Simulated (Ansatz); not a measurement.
Task: vertical spin-state energies of CH8GeOSi, SMILES [CH3][GeH]([OH])[SiH3], with the Python package of Ansatz (0.2.0). Give the script and its output. Settings (for the species named): PBE0, 6-31G* basis, multiplicity 1, D3BJ dispersion.

```yaml
atoms:
  - { symbol: C, position_ang: [-0.5335, 1.5459, 0.4786] }
  - { symbol: Ge, position_ang: [-0.3271, 0.0715, -0.7229] }
  - { symbol: O, position_ang: [0.9213, 0.4606, -1.9276] }
  - { symbol: Si, position_ang: [0.3839, -1.7584, 0.5191] }
  - { symbol: H, position_ang: [-1.3723, 1.3428, 1.1871] }
  - { symbol: H, position_ang: [0.3665, 1.8233, 0.9982] }
  - { symbol: H, position_ang: [-0.8580, 2.4799, -0.1226] }
  - { symbol: H, position_ang: [-1.6105, -0.2152, -1.4706] }
  - { symbol: H, position_ang: [1.7637, 0.6551, -1.3243] }
  - { symbol: H, position_ang: [0.5062, -2.9186, -0.3481] }
  - { symbol: H, position_ang: [1.5574, -1.4721, 1.2455] }
  - { symbol: H, position_ang: [-0.7207, -2.0700, 1.5216] }
```

The script, `ch8geosi.py`:
```python
"""Gap between spin states of CH8GeOSi at one geometry."""

import ansatz as az

config = {
    "basis": "6-31G*",
    "xc": "PBE0",
    "dispersion": "d3bj",
}


def main() -> None:
    geometry_ang = [
        ("C", (-0.5335, 1.5459, 0.4786)),
        ("Ge", (-0.3271, 0.0715, -0.7229)),
        ("O", (0.9213, 0.4606, -1.9276)),
        ("Si", (0.3839, -1.7584, 0.5191)),
        ("H", (-1.3723, 1.3428, 1.1871)),
        ("H", (0.3665, 1.8233, 0.9982)),
        ("H", (-0.858, 2.4799, -0.1226)),
        ("H", (-1.6105, -0.2152, -1.4706)),
        ("H", (1.7637, 0.6551, -1.3243)),
        ("H", (0.5062, -2.9186, -0.3481)),
        ("H", (1.5574, -1.4721, 1.2455)),
        ("H", (-0.7207, -2.07, 1.5216)),
    ]
    system = az.Crystal.molecule()
    for symbol, xyz in geometry_ang:
        system = system.atom(symbol, xyz)

    calculation = system.calculation()
    calculation = calculation.basis(gaussian=config["basis"])
    calculation = calculation.functional(config["xc"], dispersion=config["dispersion"])
    found = {}
    for unpaired in [0, 2]:
        rep = calculation.spin("collinear", total=unpaired).run(threads=1, pin="off").report
        s = unpaired / 2
        found[unpaired] = rep["free_energy_ev"]
        print(f"2S+1 = {unpaired + 1}: E = {found[unpaired]:.5f} eV, <S^2> = {abs(rep['mean_field']['state']['spin_squared']):.3f} (pure state {s * (s + 1):.2f})")
    lowest = min(found, key=found.get)
    for unpaired, e in found.items():
        print(f"multiplicity {unpaired + 1}: {96.485332 * (e - found[lowest]):.1f} kJ/mol above the lowest")


if __name__ == "__main__":
    main()
```

Running `python ch8geosi.py` prints:
```text
2S+1 = 1: E = -67588.27829 eV, <S^2> = 0.000 (pure state 0.00)
2S+1 = 3: E = -67582.86998 eV, <S^2> = 2.008 (pure state 2.00)
multiplicity 1: 0.0 kJ/mol above the lowest
multiplicity 3: 521.8 kJ/mol above the lowest
```

In order: multiplicity 1 (+0.00 eV) and multiplicity 3 (+5.41 eV), all at the one geometry.

Caveats:
- Total energies depend on the basis set; only differences at equal settings carry meaning.
- The geometry is a force-field or estimated start, not a minimum of this method, and the basis set is short of its limit. All parts are taken at fixed geometry, without zero-point energy.
- Finished in 25 s on 1 thread of Arm Neoverse V1, on a shared host, peak memory 0.38 GiB.
